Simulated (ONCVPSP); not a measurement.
# Ca: generating and testing an ONCV potential

Aim: build the potential from the settings below, then test how well it stands in for the atom: other configurations, scattering, ghost states and the plane-wave cutoff that it needs.

Method: ONCVPSP 4.0.1, PBE, scalar-relativistic.

### 1 Starting point

The settings as typed:

```
element                 : calcium (Ca, Z = 20)
type                    : optimised norm-conserving Vanderbilt (ONCV)
frozen core             : [Ne]
valence charge          : 10
reference configuration : 3s2 3p6 4s2
partial waves           : 3s+4s: rc 2.15 bohr, ncon 3, nbas 7, qcut 7.1 1/bohr, 2 projectors; 3p: rc 1.75 bohr, ncon 3, nbas 6, qcut 8.2 1/bohr, 1 projector; d scattering state at 0.22 Ha: rc 1.75 bohr, ncon 4, nbas 8, qcut 4.8 1/bohr, local
local potential         : the d channel
core correction         : Teter function, fcfact 1.5, rcfact 1.1
```

The nodes and maxima of the atom's own shells, from an earlier all-electron run, set the scale for the radii.

All-electron outer shells of the reference configuration (PBE, scalar-relativistic, ld1.x):

| shell | level (eV) | outermost node (bohr) | outermost maximum (bohr) |
| --- | --- | --- | --- |
| 3s | -47.09 | 0.45 | 0.99 |
| 3p | -28.01 | 0.42 | 1.04 |
| 4s | -3.77 | 1.43 | 3.42 |
| 3d | -1.95 | – | 1.27 |
| 4p | -1.40 | 1.63 | 4.39 |

### 2 Generation

Ca.dat reads:

```
# ATOM AND REFERENCE CONFIGURATION
# atsym  z   nc   nv     iexc    psfile
  Ca 20.00    3    3        4      upf
#
#   n    l    f
    1    0    2.00
    2    0    2.00
    2    1    6.00
    3    0    2.00
    3    1    6.00
    4    0    2.00
#
# PSEUDOPOTENTIAL AND OPTIMIZATION
# lmax
    2
#
#   l,   rc,      ep,       ncon, nbas, qcut
    0    2.15    0.00    3    7    7.10
    1    1.75    0.00    3    6    8.20
    2    1.75    0.22    4    8    4.80
#
# LOCAL POTENTIAL
# lloc, lpopt,  rc(5),   dvloc0
    2    5    1.75    0.00
#
# VANDERBILT-KLEINMAN-BYLANDER PROJECTORs
# l, nproj, debl
    0    2    3.40
    1    1    1.50
    2    0    1.20
#
# MODEL CORE CHARGE
# icmod, fcfact, rcfact
    3    1.50    1.10
#
# LOG DERIVATIVE ANALYSIS
# epsh1, epsh2, depsh
   -3.00    5.00    0.02
#
# OUTPUT GRID
# rlmax, drl
    6.00    0.01
#
# TEST CONFIGURATIONS
# ncnf
    4
# nvcnf
#   n    l    f
    3
    3    0    2.00
    3    1    6.00
    4    0    1.00
#
    3
    3    0    2.00
    3    1    6.00
    4    0    0.00
#
    3
    3    0    2.00
    3    1    6.00
    4    0    1.50
#
    4
    3    0    2.00
    3    1    6.00
    4    0    1.50
    3    2    0.50
#
```

Launch:

```
oncvpsp.x < Ca.dat > Ca.out
```

Before running it: what results should come out? Wanted: cutoffs for 1 and 0.1 mHa per electron, occupied waves; bound ghosts; GHOST(+) flags; largest test error; largest phase difference near zero energy, channels read; rms error of d²Exc/dn², without and with the model core; projector energies reset by the program.

**Answer**, as computed:

| quantity | value |
| --- | --- |
| cutoffs for 1 and 0.1 mHa per electron, occupied waves | 15 Ha and 18 Ha |
| bound ghosts | none found |
| GHOST(+) flags | s at 6 eV |
| largest test error (AE − PS) | +4.7 meV, for 3s2 3p6 4s1 |
| largest phase difference near zero energy, channels read | 0.140 rad |
| rms error of d²Exc/dn², without and with the model core | 1.90 and 0.75 mHa |
| projector energies reset by the program | d: -0.072 Ha |

In words: The worst unpolarised test, 3s2 3p6 4s1, is off by 4.7 meV on 6.3 eV; by total energies transferability rates as very good. It counts as soft on the atom at that tolerance, with 15 Ha needed at the looser tolerance. At the looser tolerance the 3p wave is the slowest; 3s needs 13 Ha. That counts occupied waves only; other projectors can need more. It is free of bound ghosts as far as tested. Of the channels read, s scatters worst near zero energy, by up to 0.14 rad. The program also flags highly localised states, GHOST(+) (s).
